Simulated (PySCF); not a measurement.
**La⁴⁴⁺, Ce⁴⁵⁺, Pr⁴⁶⁺: fine-structure interval with spin-orbit coupling**

Aim: the fine-structure interval of these ions from differences of total energies, at each level of theory, and how far each lands from the tabulated value where there is one.

Program: PySCF 2.14.0. Level of theory: two-component X2C-1e, generalised determinants. These are calculated values, not measurements, unless marked.

### Step 1. Starting point

| Quantity | Value |
| --- | --- |
| Elements | lanthanum (Z = 57), cerium (Z = 58), praseodymium (Z = 59) |
| Basis | one for each species, given in its step |
| Hamiltonian | two-component X2C-1e, Gaussian nucleus, no Breit or QED terms; spin-orbit coupling, run by run: screened by Boettger's factors; bare |
| Core shells frozen in the correlated runs | 1s2 (for La⁴⁴⁺) |
| State 1 | La⁴⁴⁺ 3p J=3/2: [Ne] 3s2 3p1; 3p3/2 filled at m_j = +3/2 |
| State 2 | Ce⁴⁵⁺ 3p J=3/2: [Ne] 3s2 3p1; 3p3/2 filled at m_j = +3/2 |
| State 3 | Pr⁴⁶⁺ 3p J=3/2: [Ne] 3s2 3p1; 3p3/2 filled at m_j = +3/2 |
| Needed too, but not shown | La⁴⁴⁺ [Ne] 3s2 3p1 (2P), Ce⁴⁵⁺ [Ne] 3s2 3p1 (2P), Pr⁴⁶⁺ [Ne] 3s2 3p1 (2P) |
| Methods | GHF, GMP2 |

Outer shells as boxes (Hund's rule):

La44+ [Ne] 3s2 3p1
```
[Ne] core
3s [↑↓]
3p [↑ ][  ][  ]
```

Ce45+ [Ne] 3s2 3p1
```
[Ne] core
3s [↑↓]
3p [↑ ][  ][  ]
```

Pr46+ [Ne] 3s2 3p1
```
[Ne] core
3s [↑↓]
3p [↑ ][  ][  ]
```

All steps ran in one process of a driver on top of PySCF, which takes the settings above as its task.

The integrals over 108 functions and the set-up took 0.68 s of CPU time.

### Step 2. La⁴⁴⁺ 3p J=3/2: the ladder of methods

Basis: an uncontracted even-tempered set (18 s from 10 bohr⁻², ratio 2.4; 14 p from 13 bohr⁻², ratio 2.4; 4 d from 45 bohr⁻², ratio 2.6; 4 f from 68 bohr⁻², ratio 2.6).

GHF (screened spin-orbit):

Standard output:

```text
cycle= 1 E= -6655.4290983862  delta_E= -6.66e+03  |FDS-SDF|= 0.203
cycle= 2 E= -6655.4354518276  delta_E= -0.00635  |FDS-SDF|= 0.0074
cycle= 3 E= -6655.4355015779  delta_E= -4.98e-05  |FDS-SDF|= 0.000564
cycle= 4 E= -6655.4355024102  delta_E= -8.32e-07  |FDS-SDF|= 6.01e-05
cycle= 5 E= -6655.4355024196  delta_E= -9.42e-09  |FDS-SDF|= 1.4e-06
cycle= 6 E= -6655.4355024197  delta_E= -4.55e-12  |FDS-SDF|= 8.78e-08
```

CPU time 4.5 s on a shared host, the integrals not counted.

Occupied spinors:

| spinor shell | electrons | mean energy (eV) | weight of the nominal j | rms radius (bohr) |
| --- | --- | --- | --- | --- |
| 1s1/2 | 2 | -42035.6 | 1.000 | 0.0286 |
| 2s1/2 | 2 | -9083.1 | 1.000 | 0.114 |
| 2p1/2 | 2 | -8738.7 | 1.000 | 0.0980 |
| 2p3/2 | 4 | -8311.8 | 1.000 | 0.103 |
| 3s1/2 | 2 | -3619.8 | 1.000 | 0.274 |
| 3p3/2 | 1 | -3410.1 | 1.000 | 0.269 |

M_J = 3/2, ⟨J²⟩ = 3.751, ⟨L²⟩ = 2.010, ⟨S²⟩ = 0.760.

GMP2 (screened spin-orbit):

This step left no log, only its results.

CPU time 0.64 s on a shared host, the integrals not counted.

With 11 electrons correlated and 54 very high virtual spinors dropped, the MP2 correlation energy is -0.49569 hartree. Largest pairs: 2p1/2-2p3/2 -0.0978, 2p3/2-2p3/2 -0.0915, 3s1/2-3s1/2 -0.0761, 3p3/2-3s1/2 -0.0426, 2p3/2-2s1/2 -0.0405.

GHF (bare spin-orbit):

Standard output:

```text
cycle= 1 E= -6655.6031395657  delta_E= -6.66e+03  |FDS-SDF|= 0.21
cycle= 2 E= -6655.6095710961  delta_E= -0.00643  |FDS-SDF|= 0.0075
cycle= 3 E= -6655.6096208803  delta_E= -4.98e-05  |FDS-SDF|= 0.000564
cycle= 4 E= -6655.6096217170  delta_E= -8.37e-07  |FDS-SDF|= 5.99e-05
cycle= 5 E= -6655.6096217264  delta_E= -9.39e-09  |FDS-SDF|= 1.45e-06
cycle= 6 E= -6655.6096217264  delta_E= -5.46e-12  |FDS-SDF|= 1.01e-07
```

CPU time 4.6 s on a shared host, the integrals not counted.

Occupied spinors:

| spinor shell | electrons | mean energy (eV) | weight of the nominal j | rms radius (bohr) |
| --- | --- | --- | --- | --- |
| 1s1/2 | 2 | -42035.4 | 1.000 | 0.0286 |
| 2s1/2 | 2 | -9083.1 | 1.000 | 0.114 |
| 2p1/2 | 2 | -8750.7 | 1.000 | 0.0979 |
| 2p3/2 | 4 | -8307.2 | 1.000 | 0.103 |
| 3s1/2 | 2 | -3619.8 | 1.000 | 0.274 |
| 3p3/2 | 1 | -3409.0 | 1.000 | 0.269 |

M_J = 3/2, ⟨J²⟩ = 3.751, ⟨L²⟩ = 2.011, ⟨S²⟩ = 0.761.

### Step 3. Ce⁴⁵⁺ 3p J=3/2

Basis: an uncontracted even-tempered set (18 s from 11 bohr⁻², ratio 2.4; 14 p from 14 bohr⁻², ratio 2.4; 4 d from 47 bohr⁻², ratio 2.6; 4 f from 71 bohr⁻², ratio 2.6).

GHF (screened spin-orbit):

Standard output:

```text
cycle= 1 E= -6912.6969989607  delta_E= -6.91e+03  |FDS-SDF|= 0.214
cycle= 2 E= -6912.7033624540  delta_E= -0.00636  |FDS-SDF|= 0.00747
cycle= 3 E= -6912.7034098159  delta_E= -4.74e-05  |FDS-SDF|= 0.000543
cycle= 4 E= -6912.7034105813  delta_E= -7.65e-07  |FDS-SDF|= 5.74e-05
cycle= 5 E= -6912.7034105898  delta_E= -8.51e-09  |FDS-SDF|= 1.33e-06
cycle= 6 E= -6912.7034105898  delta_E= 0  |FDS-SDF|= 8.23e-08
```

CPU time 4.3 s on a shared host, the integrals not counted.

Occupied spinors:

| spinor shell | electrons | mean energy (eV) | weight of the nominal j | rms radius (bohr) |
| --- | --- | --- | --- | --- |
| 1s1/2 | 2 | -43668.4 | 1.000 | 0.0280 |
| 2s1/2 | 2 | -9469.2 | 1.000 | 0.112 |
| 2p1/2 | 2 | -9116.4 | 1.000 | 0.0959 |
| 2p3/2 | 4 | -8655.0 | 1.000 | 0.101 |
| 3s1/2 | 2 | -3779.3 | 1.000 | 0.268 |
| 3p3/2 | 1 | -3557.9 | 1.000 | 0.263 |

M_J = 3/2, ⟨J²⟩ = 3.751, ⟨L²⟩ = 2.011, ⟨S²⟩ = 0.761.

GMP2 (screened spin-orbit):

No log was kept for this step.

It used 0.59 s of CPU time after the integrals (shared host).

With 11 electrons correlated and 54 very high virtual spinors dropped, the MP2 correlation energy is -0.49729 hartree. Largest pairs: 2p1/2-2p3/2 -0.0980, 2p3/2-2p3/2 -0.0917, 3s1/2-3s1/2 -0.0766, 3p3/2-3s1/2 -0.0426, 2p3/2-2s1/2 -0.0406.

GHF (bare spin-orbit):

Standard output:

```text
cycle= 1 E= -6912.8898261060  delta_E= -6.91e+03  |FDS-SDF|= 0.221
cycle= 2 E= -6912.8962745060  delta_E= -0.00645  |FDS-SDF|= 0.00758
cycle= 3 E= -6912.8963219107  delta_E= -4.74e-05  |FDS-SDF|= 0.000544
cycle= 4 E= -6912.8963226801  delta_E= -7.69e-07  |FDS-SDF|= 5.72e-05
cycle= 5 E= -6912.8963226886  delta_E= -8.48e-09  |FDS-SDF|= 1.37e-06
cycle= 6 E= -6912.8963226886  delta_E= -1.82e-12  |FDS-SDF|= 9.49e-08
```

CPU time 4.4 s on a shared host, the integrals not counted.

Occupied spinors:

| spinor shell | electrons | mean energy (eV) | weight of the nominal j | rms radius (bohr) |
| --- | --- | --- | --- | --- |
| 1s1/2 | 2 | -43668.2 | 1.000 | 0.0280 |
| 2s1/2 | 2 | -9469.1 | 1.000 | 0.112 |
| 2p1/2 | 2 | -9129.2 | 1.000 | 0.0958 |
| 2p3/2 | 4 | -8650.1 | 1.000 | 0.101 |
| 3s1/2 | 2 | -3779.3 | 1.000 | 0.268 |
| 3p3/2 | 1 | -3556.7 | 1.000 | 0.263 |

M_J = 3/2, ⟨J²⟩ = 3.751, ⟨L²⟩ = 2.012, ⟨S²⟩ = 0.761.

### Step 4. Pr⁴⁶⁺ 3p J=3/2, method by method

Basis: an even-tempered Gaussian basis (18 s from 11 bohr⁻², ratio 2.4; 14 p from 15 bohr⁻², ratio 2.4; 4 d from 49 bohr⁻², ratio 2.6; 4 f from 74 bohr⁻², ratio 2.6).

GHF (screened spin-orbit):

Standard output:

```text
cycle= 1 E= -7175.4841233550  delta_E= -7.18e+03  |FDS-SDF|= 0.226
cycle= 2 E= -7175.4905219986  delta_E= -0.0064  |FDS-SDF|= 0.00762
cycle= 3 E= -7175.4905674121  delta_E= -4.54e-05  |FDS-SDF|= 0.000541
cycle= 4 E= -7175.4905681231  delta_E= -7.11e-07  |FDS-SDF|= 5.54e-05
cycle= 5 E= -7175.4905681305  delta_E= -7.4e-09  |FDS-SDF|= 1.26e-06
cycle= 6 E= -7175.4905681305  delta_E= -3.64e-12  |FDS-SDF|= 7.97e-08
```

It used 4.7 s of CPU time after the integrals (shared host).

Occupied spinors:

| spinor shell | electrons | mean energy (eV) | weight of the nominal j | rms radius (bohr) |
| --- | --- | --- | --- | --- |
| 1s1/2 | 2 | -45336.8 | 1.000 | 0.0275 |
| 2s1/2 | 2 | -9864.4 | 1.000 | 0.109 |
| 2p1/2 | 2 | -9503.2 | 1.000 | 0.0939 |
| 2p3/2 | 4 | -9005.0 | 1.000 | 0.0994 |
| 3s1/2 | 2 | -3942.6 | 1.000 | 0.262 |
| 3p3/2 | 1 | -3708.8 | 1.000 | 0.258 |

M_J = 3/2, ⟨J²⟩ = 3.751, ⟨L²⟩ = 2.012, ⟨S²⟩ = 0.761.

GMP2 (screened spin-orbit):

No log was kept for this step.

It used 0.63 s of CPU time after the integrals (shared host).

With 11 electrons correlated and 54 very high virtual spinors dropped, the MP2 correlation energy is -0.49927 hartree. Largest pairs: 2p1/2-2p3/2 -0.0982, 2p3/2-2p3/2 -0.0918, 3s1/2-3s1/2 -0.0773, 3p3/2-3s1/2 -0.0427, 2p3/2-2s1/2 -0.0407.

GHF (bare spin-orbit):

Standard output:

```text
cycle= 1 E= -7175.6973633222  delta_E= -7.18e+03  |FDS-SDF|= 0.233
cycle= 2 E= -7175.7038541403  delta_E= -0.00649  |FDS-SDF|= 0.00774
cycle= 3 E= -7175.7038996054  delta_E= -4.55e-05  |FDS-SDF|= 0.000542
cycle= 4 E= -7175.7039003202  delta_E= -7.15e-07  |FDS-SDF|= 5.52e-05
cycle= 5 E= -7175.7039003275  delta_E= -7.36e-09  |FDS-SDF|= 1.31e-06
cycle= 6 E= -7175.7039003275  delta_E= -3.64e-12  |FDS-SDF|= 9.21e-08
```

CPU time 4.6 s on a shared host, the integrals not counted.

Occupied spinors:

| spinor shell | electrons | mean energy (eV) | weight of the nominal j | rms radius (bohr) |
| --- | --- | --- | --- | --- |
| 1s1/2 | 2 | -45336.6 | 1.000 | 0.0275 |
| 2s1/2 | 2 | -9864.3 | 1.000 | 0.109 |
| 2p1/2 | 2 | -9516.8 | 1.000 | 0.0938 |
| 2p3/2 | 4 | -8999.9 | 1.000 | 0.0994 |
| 3s1/2 | 2 | -3942.6 | 1.000 | 0.262 |
| 3p3/2 | 1 | -3707.5 | 1.000 | 0.258 |

M_J = 3/2, ⟨J²⟩ = 3.750, ⟨L²⟩ = 2.012, ⟨S²⟩ = 0.762.

### Step 5. The energy differences

Fine-structure interval: La⁴⁴⁺ [Ne] 3s2 3p1 [3p1/2^1, M_J = 1/2] → La⁴⁴⁺ [Ne] 3s2 3p1 [3p3/2^1, M_J = 3/2].

| method | value (eV) |
| --- | --- |
| GHF (screened spin-orbit) | 108.91 |
| GMP2 (screened spin-orbit) | 108.46 |
| GHF (bare spin-orbit) | 113.10 |

Fine-structure interval: Ce⁴⁵⁺ [Ne] 3s2 3p1 [3p1/2^1, M_J = 1/2] → Ce⁴⁵⁺ [Ne] 3s2 3p1 [3p3/2^1, M_J = 3/2].

| method | value (eV) |
| --- | --- |
| GHF (screened spin-orbit) | 118.07 |
| GMP2 (screened spin-orbit) | 117.60 |
| GHF (bare spin-orbit) | 122.54 |

Fine-structure interval: Pr⁴⁶⁺ [Ne] 3s2 3p1 [3p1/2^1, M_J = 1/2] → Pr⁴⁶⁺ [Ne] 3s2 3p1 [3p3/2^1, M_J = 3/2].

| method | value (eV) |
| --- | --- |
| GHF (screened spin-orbit) | 127.86 |
| GMP2 (screened spin-orbit) | 127.37 |
| GHF (bare spin-orbit) | 132.62 |

The differences also use runs on La⁴⁴⁺ [Ne] 3s2 3p1 (2P), Ce⁴⁵⁺ [Ne] 3s2 3p1 (2P), Pr⁴⁶⁺ [Ne] 3s2 3p1 (2P), which are not shown here.

### Step 6. Outcome

| quantity | value |
| --- | --- |
| fine-structure interval, La⁴⁴⁺ → 3p J=3/2 | GHF (screened spin-orbit) 108.91, GMP2 (screened spin-orbit) 108.46 eV |
| fine-structure interval, Ce⁴⁵⁺ → 3p J=3/2 | GHF (screened spin-orbit) 118.07, GMP2 (screened spin-orbit) 117.60 eV |
| fine-structure interval, Pr⁴⁶⁺ → 3p J=3/2 | GHF (screened spin-orbit) 127.86, GMP2 (screened spin-orbit) 127.37 eV |

What this shows: For the first difference the methods span 4.640 eV, from GMP2 (screened spin-orbit) (108.46) to GHF (bare spin-orbit) (113.10). No reference value is at hand in this session. The basis is finite, and no extrapolation was made.
